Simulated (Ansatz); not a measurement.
# CH₅NOZn: small, medium and large basis sets

The task here is to estimate one member of a computed series from the others.

Computed with Ansatz 0.2.0, Gaussian basis. Level: one geometry, several basis sets.

The runs, in order: PBE0-D4/def2-SVP; ωB97M-V/def2-SVP; PBE0-D4/def2-QZVPP; ωB97M-V/def2-QZVPP; the functionals' def2-TZVPP values are taken from earlier runs.

## The geometry

An earlier PBE0-D4 in a triple-zeta def2 set relaxation fixed the geometry.

9 atoms, charge 0, spin multiplicity 1.

Atoms are counted from 1 here; the program's logs count them from 0.

Bond lengths: N1–C2 1.428 Å, N1–H5 1.009 Å, N1–H6 1.011 Å, C2–O3 1.415 Å, C2–H7 1.098 Å, C2–H9 1.104 Å, O3–H8 0.961 Å. Angles: C2–N1–H5 112.1°, C2–N1–H6 112.3°, H5–N1–H6 109.5°, N1–C2–O3 107.5°, N1–C2–H7 108.0°, N1–C2–H9 114.0°, O3–C2–H7 110.8°, O3–C2–H9 108.8°, H7–C2–H9 107.9°, C2–O3–H8 108.1°.

Set-up of the first run:

in.yaml

```yaml
crystal:
  periodic: [false, false, false]
  atoms:
    - {symbol: N, position_ang: [0.516335, 0.753086, -0.856183]}
    - {symbol: C, position_ang: [0.127751, -0.512675, -0.322601]}
    - {symbol: O, position_ang: [0.672561, -0.610328, 0.979746]}
    - {symbol: Zn, position_ang: [-1.506705, 1.368472, 2.387659]}
    - {symbol: H, position_ang: [0.531338, 0.751587, -1.864711]}
    - {symbol: H, position_ang: [-0.073862, 1.505862, -0.528551]}
    - {symbol: H, position_ang: [0.536960, -1.295030, -0.975184]}
    - {symbol: H, position_ang: [0.249286, -1.349504, 1.425711]}
    - {symbol: H, position_ang: [-0.965164, -0.657870, -0.262885]}
basis:
  gaussian: {orbitals: def2-SVP}
hamiltonian: {xc: pbe0, dispersion: d4}
output: {orbitals: {seedname: orbitals}}
```

Steps of the session up to this table: PBE0-D4 in def2-SVP; ωB97M-V in def2-SVP; PBE0-D4 in def2-QZVPP; ωB97M-V in def2-QZVPP.

One table of the session follows, with a row left open; its other results are not shown here.

It belongs to the step «Density functionals: the series». 

```
functional       basis  HOMO (eV)  LUMO (eV)
   PBE0-D4    def2-SVP      -6.03       0.79
   PBE0-D4  def2-TZVPP      -6.33      -0.55
   PBE0-D4  def2-QZVPP      -6.33      -0.66
   ωB97M-V    def2-SVP      -8.12       2.58
   ωB97M-V  def2-TZVPP      -8.41       0.88
   ωB97M-V  def2-QZVPP          ?          ?
```

**Question.** Estimate the row for ωB97M-V, def2-QZVPP.

**Answer.** HOMO (eV): -8.43; LUMO (eV): 0.54. In the column «HOMO (eV)» it is the lowest.
